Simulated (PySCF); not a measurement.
# C3H3NSSi: the cost of one run

The runs use PySCF 2.14.0, with density-fitted response routines of our own; the level of theory stands in each step. All values are computed, except where a source is named. Atoms count from 0, in the outputs and in this text.

## (1) Starting geometry

9 atoms, charge 0, multiplicity 1; geometry from: GFN2-xTB. The atoms were then displaced at random by about 0.01 Å, so the start is not that level's minimum.

Bonds of the start (Å): N0–C1 1.16, C1–C2 1.39, C2–Si3 1.97, C2–C4 1.29, C4–S5 1.56, Si3–H6 1.46, Si3–H7 1.46, Si3–H8 1.43.

## (2) Relaxing the molecule at PBE0-D3(BJ)/def2-SVP

What the job is given:

```
{"job": {"xc": "PBE0", "basis": "def2-SVP", "d3": "d3bj", "grid": 1, "shake": 0.01, "kind": "geom"}, "charge": 0, "multiplicity": 1}
N     -1.761550    -2.188800     0.375000
C     -1.269470    -1.157890     0.199290
C     -0.604950     0.045450    -0.010370
Si     1.357200    -0.108680    -0.008690
C     -1.163520     1.193280    -0.187470
S     -1.729510     2.633620    -0.399880
H      1.706490    -0.646620     1.303630
H      1.864910     1.237480    -0.234150
H      1.658220    -1.025000    -1.071090
```

The run is started by

```sh
> OMP_NUM_THREADS=1 python probes_run.py task.json out
```

One launch serves the whole session: the jobs run in the order shown.

**Question.** How long does this first job take on 1 thread of Arm Neoverse V2, shared host, and how much memory does it need?

About 29 s, with a peak of 0.44 GiB.
